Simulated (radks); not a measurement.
**Ce⁴⁺ in [Xe]: an all-electron calculation**

What are the levels of the cerium ion Ce4+, how large are its shells, and how does its energy divide?

The numbers are computed with radks (a radial shooting solver on a logarithmic mesh, Libxc functionals) version 1 (scalar-relativistic Kohn-Sham, BLYP, spin-polarised, spherical densities, finite nucleus), except any that are marked as measured or tabulated.

## Step 1: The atom as given

- element: cerium (Z = 58)
- charge: +4
- electrons: 54
- configuration: [Xe]
- nuclear rms radius: 4.8771 fm

The outer shells:

Ce⁴⁺
```
[Kr] core
4d [↑↓][↑↓][↑↓][↑↓][↑↓]
5s [↑↓]
5p [↑↓][↑↓][↑↓]
```

## Step 2: Self-consistent calculation

Input:

```text
Z 58
configuration [Xe] 6s0 4f0 5d0 6p0
relativity scalar-relativistic
functional b88,lyp
spin polarised
nucleus finite rms 4.8771 fm
c 137.035999084
```

What does the calculation give?

As calculated:

| quantity | value |
| --- | --- |
| total energy | -8858.0704 hartree |
| exchange-correlation share of it | 2.35 % |
| −T/E | 1.0599 |
| highest occupied level | 5p, -59.830 eV |
| most extended occupied level | 5p up, <r> = 1.64 bohr |
| radius at density 0.001 e/bohr³ | 3.32 bohr |
| maxima of the radial density | 4 |
| ionisation energy, NIST | 65.6 (semi-emp.) eV |

What this shows: 5 principal shells are occupied and 4 maxima appear in the radial density; where shells overlap, one shows as a shoulder or not at all. −T/E is 1.060: with relativity the kinetic term as defined here no longer equals −E. The top level binds by 59.830 eV, 91 % of the NIST ionisation energy of 65.6 eV. 
